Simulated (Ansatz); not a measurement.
# C18O: the cost of one run

All numbers below are computed with Ansatz 0.2.0 (DFT PBE, plane waves, PAW, scalar-relativistic, collinear spin).

### 1 Starting point

The cell holds 19 atoms (C18O): a = 7.398 Å, b = 7.398 Å, c = 11.000 Å, α = 90.00°, β = 90.00°, γ = 120.00°.

The coordinates stand in the first input below.

### 2 Relaxing end A

input.yaml reads:

```yaml
crystal:
  lattice:
    - [7.398, 0.0, 0.0]
    - [-3.699, 6.406856, 0.0]
    - [0.0, 0.0, 11.0]
  atoms:
    - { symbol: C, position: [0.0, 0.0, 0.0909091] }
    - { symbol: C, position: [0.2222222, 0.1111111, 0.0909091] }
    - { symbol: C, position: [0.0, 0.3333333, 0.0909091] }
    - { symbol: C, position: [0.2222222, 0.4444444, 0.0909091] }
    - { symbol: C, position: [0.0, 0.6666667, 0.0909091] }
    - { symbol: C, position: [0.2222222, 0.7777778, 0.0909091] }
    - { symbol: C, position: [0.3333333, 0.0, 0.0909091] }
    - { symbol: C, position: [0.5555556, 0.1111111, 0.0909091] }
    - { symbol: C, position: [0.3333333, 0.3333333, 0.0909091] }
    - { symbol: C, position: [0.5555556, 0.4444444, 0.0909091] }
    - { symbol: C, position: [0.3333333, 0.6666667, 0.0909091] }
    - { symbol: C, position: [0.5555556, 0.7777778, 0.0909091] }
    - { symbol: C, position: [0.6666667, 0.0, 0.0909091] }
    - { symbol: C, position: [0.8888889, 0.1111111, 0.0909091] }
    - { symbol: C, position: [0.6666667, 0.3333333, 0.0909091] }
    - { symbol: C, position: [0.8888889, 0.4444444, 0.0909091] }
    - { symbol: C, position: [0.6666667, 0.6666667, 0.0909091] }
    - { symbol: C, position: [0.8888889, 0.7777778, 0.0909091] }
    - { symbol: O, position: [0.5188637, 0.5799156, 0.1909091], spin: 1.0 }
magnetization:
  spin_polarized: true
basis:
  ecutwfc: 420.0
kpoints:
  mp_grid: { grid: [2, 2, 1] }
hamiltonian:
  xc: pbe
scf:
  occupations: { method: fermi_dirac, width: 0.05 }
  lower_state_search: "off"
relax:
  f_tol: 0.03
  max_steps: 60
  adjacent_minimum: "off"
```

The run is started by

```console
$ ansatz run input.yaml --threads 2 --pin off --max-ram 5120MiB --backend cpu --events-out ev --progress --plain --runs-dir out
```

What time and memory should one allow on 2 threads of an Arm CPU, shared host?

About 98 s, with a peak of 0.86 GiB.
